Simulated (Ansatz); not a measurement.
ClH₂O₂Sn, SMILES [OH][Sn]([OH])[Cl], a rigid scan of one bond length

Run with the Python package of Ansatz (0.2.0).

The script, `run_scan.py`:
```python
"""Potential curve of ClH2O2Sn along one bond."""

import ansatz as az
import numpy as np

BASIS_SET = "def2-SVP"
FUNCTIONAL = "HF"

GEOMETRY = """
O    -0.33080    1.45080   -0.67810
Sn    0.35120   -0.34620   -0.63610
O     0.88260   -0.77230    1.20160
Cl   -1.22690   -1.85730   -1.33050
H    -1.14080    1.46880   -0.07740
H     1.50680   -0.00790    1.47440
"""

geometry = az.Crystal.molecule()
for line in GEOMETRY.strip().splitlines():
    symbol, *xyz = line.split()
    geometry = geometry.atom(symbol, [float(v) for v in xyz])

symbols = [site.symbol for site in geometry.cartesian_sites]
start = np.array([site.position_ang for site in geometry.cartesian_sites])
axis = (start[2] - start[1]) / np.linalg.norm(start[2] - start[1])
moving = [2, 5]
lengths, energies = [1.725, 1.803, 1.881, 1.96, 2.038, 2.117, 2.195, 2.313], []
for length in lengths:
    xyz = start.copy()
    xyz[moving] += (length - np.linalg.norm(start[2] - start[1])) * axis
    point = az.Crystal.molecule()
    for symbol, xyz in zip(symbols, xyz):
        point = point.atom(symbol, xyz.tolist())
    setup = (
        point.calculation()
        .basis(gaussian=BASIS_SET)
        .functional(FUNCTIONAL)
        .spin("collinear", total=1)
    )
    rep = setup.run(threads=1).report
    energies.append(rep["free_energy_ev"])
    print(f"r = {length:6.3f} A  E = {energies[-1]:.5f} eV  <S^2> = {abs(rep['mean_field']['state']['spin_squared']):.3f}")

# quartic fit about the minimum
fit = np.polynomial.Polynomial.fit(lengths, np.array(energies) - min(energies), 4).convert()
roots = [r.real for r in fit.deriv().roots() if abs(r.imag) < 1e-9 and fit.deriv(2)(r.real) > 0]
r_e = min(roots, key=lambda r: abs(r - lengths[int(np.argmin(energies))]))
print(f"minimum of the fit at {r_e:.4f} A, force constant {fit.deriv(2)(r_e):.2f} eV/A^2")
```

`python run_scan.py` gives:
```text
r =  1.725 A  E = -22407.48311 eV  <S^2> = 0.756
r =  1.803 A  E = -22408.14732 eV  <S^2> = 0.756
r =  1.881 A  E = -22408.49451 eV  <S^2> = 0.757
r =  1.960 A  E = -22408.61886 eV  <S^2> = 0.759
r =  2.038 A  E = -22408.58658 eV  <S^2> = 0.762
r =  2.117 A  E = -22408.44982 eV  <S^2> = 0.769
r =  2.195 A  E = -22408.25453 eV  <S^2> = 0.786
r =  2.313 A  E = -22407.94666 eV  <S^2> = 0.860
minimum of the fit at 1.9768 A, force constant 23.59 eV/A^2
```

Reading the output:
- These settings explore the input space; basis and method may be short of convergence.
- The rest of the molecule is held rigid at a force-field or estimated start geometry, and the basis set is modest; single-reference methods fail as a bond breaks.
- def2 sets replace the cores of elements past krypton by effective core potentials.
- The species is open-shell (spin multiplicity 2).
- The expectation value of S² is noticeably off S(S+1) in at least one run, so that state is spin-contaminated.
- Hartree-Fock leaves correlation out, so bond, atomisation and ionisation energies come out well too low.
- Spin-orbit coupling of the heavy open-shell atom is left out.
- The whole script took 19 s on 1 thread of Arm Neoverse V1, with other jobs on the host, peak memory 0.28 GiB.

(Lines on the test bed's own set-up are left out of the output.)
